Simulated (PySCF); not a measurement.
# CH4ClGa: the cost of one run

Programs: PySCF 2.14.0, with density-fitted response routines of our own. Each step states its level of theory. These are calculated values for one molecule in the gas phase, unless marked as measured. Atoms count from 0, in the outputs and in this text.

## (1) The starting structure

7 atoms, charge 0, multiplicity 1; geometry from: GFN2-xTB. The atoms were then displaced at random by about 0.01 Å, so the start is not that level's minimum.

Bonds of the start (Å): C0–Ga1 2.01, Ga1–Cl2 2.07, C0–H3 1.11, C0–H4 1.09, C0–H5 1.07, Ga1–H6 1.59.

## (2) Optimising the geometry at PBE0-D3(BJ)/def2-SVP

Job settings and geometry (Å):

```
{"job": {"xc": "PBE0", "basis": "def2-SVP", "d3": "d3bj", "grid": 1, "shake": 0.01, "kind": "geom"}, "charge": 0, "multiplicity": 1}
C     -0.941330    -0.203800    -0.137400
Ga     0.973610     0.347550     0.127830
Cl     2.433410    -1.117190     0.292490
H     -1.484160     0.544160    -0.747460
H     -1.471780    -0.282870     0.811270
H     -0.990090    -1.150200    -0.636800
H      1.514280     1.833260     0.240150
```

On the command line:

```bash
$ OMP_NUM_THREADS=1 python probes_run.py task.json out
```

One launch serves the whole session: the jobs run in the order shown.

Q: Estimate the wall time and peak memory of this first job on 1 thread of Arm Neoverse V2, shared host.

About 14 s, with a peak of 0.36 GiB.
